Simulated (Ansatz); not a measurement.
# C₄H₁₀Si: a ladder of functionals and wavefunction methods

One table from this session's results is given with a row withheld; the runs are named, their logs left out.

Computed with Ansatz 0.2.0, Gaussian basis. Level: functionals in def2-TZVPP, the program's frozen cores in correlated methods.

The runs, in order: LDA (SPW92), PBE-D4, revPBE-D4, BLYP-D4, r2SCAN-D4, B97M-V, PBE0-D4, B3LYP-D4, r2SCANh-D4, r2SCAN0-D4, HSE06-D4, BHLYP-D4, CAM-B3LYP-D4, LC-ωPBE, ωB97X-V, ωB97M-V, B2PLYP, PBE-QIDH; CCSD(T)/def2-SVP; CCSD(T)/def2-TZVPP; MP2/def2-QZVPP; extrapolation to the limit; RPA on PBE.

## Structure used throughout

An earlier PBE0-D4 in a triple-zeta def2 set relaxation fixed the geometry.

SMILES `C=C([SiH3])CC`, 15 atoms, charge 0, spin multiplicity 1.

Atoms are counted from 1 here; the program's logs count them from 0.

Bond lengths: C1–C2 1.333 Å, C1–H6 1.089 Å, C1–H7 1.085 Å, C2–Si3 1.871 Å, C2–C4 1.504 Å, Si3–H8 1.490 Å, Si3–H9 1.486 Å, Si3–H10 1.489 Å, C4–C5 1.524 Å, C4–H11 1.095 Å, C4–H12 1.097 Å, C5–H13 1.092 Å, C5–H14 1.092 Å, C5–H15 1.093 Å. Angles: C2–C1–H6 121.4°, C2–C1–H7 122.3°, H6–C1–H7 116.3°, C1–C2–Si3 118.8°, C1–C2–C4 121.5°, Si3–C2–C4 119.7°, C2–Si3–H8 110.1°, C2–Si3–H9 109.2°, C2–Si3–H10 112.1°, H8–Si3–H9 109.5°, H8–Si3–H10 107.2°, H9–Si3–H10 108.7°, C2–C4–C5 113.3°, C2–C4–H11 109.1°, C2–C4–H12 109.0°, C5–C4–H11 109.8°, C5–C4–H12 108.8°, H11–C4–H12 106.5° and more.

Coordinates:

```xyz
15
C4H10Si
C     0.10895    1.05726    1.64512
C    -0.20209    0.28821    0.60231
Si   -1.62444    0.79868   -0.50136
C     0.55352   -0.97761    0.30570
C     1.25776   -0.95766   -1.04613
H     0.92306    0.79644    2.31933
H    -0.43120    1.97048    1.87325
H    -2.58870   -0.32722   -0.64906
H    -2.31461    1.96832    0.10163
H    -1.16628    1.16778   -1.86886
H     1.28492   -1.15391    1.10177
H    -0.14355   -1.82415    0.32940
H     1.96894   -0.13039   -1.10235
H     1.80398   -1.88851   -1.21298
H     0.54788   -0.83863   -1.86857
```

The first run:

Input file in.yaml:

```yaml
crystal:
  periodic: [false, false, false]
  atoms:
    - {symbol: C, position_ang: [0.108945, 1.057262, 1.645123]}
    - {symbol: C, position_ang: [-0.202093, 0.288210, 0.602313]}
    - {symbol: Si, position_ang: [-1.624441, 0.798679, -0.501362]}
    - {symbol: C, position_ang: [0.553519, -0.977607, 0.305704]}
    - {symbol: C, position_ang: [1.257759, -0.957659, -1.046126]}
    - {symbol: H, position_ang: [0.923060, 0.796441, 2.319326]}
    - {symbol: H, position_ang: [-0.431204, 1.970481, 1.873248]}
    - {symbol: H, position_ang: [-2.588704, -0.327219, -0.649061]}
    - {symbol: H, position_ang: [-2.314613, 1.968318, 0.101631]}
    - {symbol: H, position_ang: [-1.166284, 1.167783, -1.868858]}
    - {symbol: H, position_ang: [1.284918, -1.153912, 1.101766]}
    - {symbol: H, position_ang: [-0.143553, -1.824146, 0.329402]}
    - {symbol: H, position_ang: [1.968935, -0.130389, -1.102353]}
    - {symbol: H, position_ang: [1.803977, -1.888509, -1.212984]}
    - {symbol: H, position_ang: [0.547879, -0.838633, -1.868571]}
basis:
  gaussian: {orbitals: def2-TZVPP}
hamiltonian: {xc: lda}
output: {orbitals: {seedname: orbitals}}
```

Run with:

```sh
> ansatz run in.yaml --threads 4 --pin off --events-out ev --progress --plain --max-ram 10444MiB
```

Steps of the session up to this table: LDA; PBE-D4 (GGA); revPBE-D4 (GGA); BLYP-D4 (GGA); r2SCAN-D4 (meta-GGA); B97M-V (meta-GGA); PBE0-D4 (hybrid); B3LYP-D4 (hybrid); r2SCANh-D4 (hybrid); r2SCAN0-D4 (hybrid); HSE06-D4 (hybrid); BHLYP-D4 (hybrid); CAM-B3LYP-D4 (range-separated); LC-ωPBE (range-separated); ωB97X-V (range-separated); ωB97M-V (range-separated); B2PLYP (double hybrid); PBE-QIDH (double hybrid).

One of the session's tables, all rows but one given; the rest of the session is left out.

It belongs to the step «Frontier levels by functional». 

| functional | HOMO (eV) | gap (eV) |
| --- | --- | --- |
| LDA (SPW92) | -6.65 | 5.18 |
| PBE-D4 | -6.50 | 5.23 |
| revPBE-D4 | -6.44 | 5.26 |
| BLYP-D4 | -6.33 | 5.22 |
| r2SCAN-D4 | -6.70 | 5.64 |
| B97M-V | ? | ? |
| PBE0-D4 | -7.60 | 7.34 |
| B3LYP-D4 | -7.37 | 6.90 |
| r2SCANh-D4 | -7.11 | 6.42 |
| r2SCAN0-D4 | -7.73 | 7.59 |
| HSE06-D4 | -7.20 | 6.55 |
| BHLYP-D4 | -8.53 | 9.39 |
| CAM-B3LYP-D4 | -8.90 | 9.80 |
| LC-ωPBE | -10.29 | 12.34 |
| ωB97X-V | -9.91 | 11.87 |
| ωB97M-V | -9.82 | 11.62 |

**Question.** Estimate the row for B97M-V.

**Answer.** HOMO (eV): -6.77; gap (eV): 5.69. In the column «HOMO (eV)» it lies between r2SCANh-D4 (-7.11) and r2SCAN-D4 (-6.70).
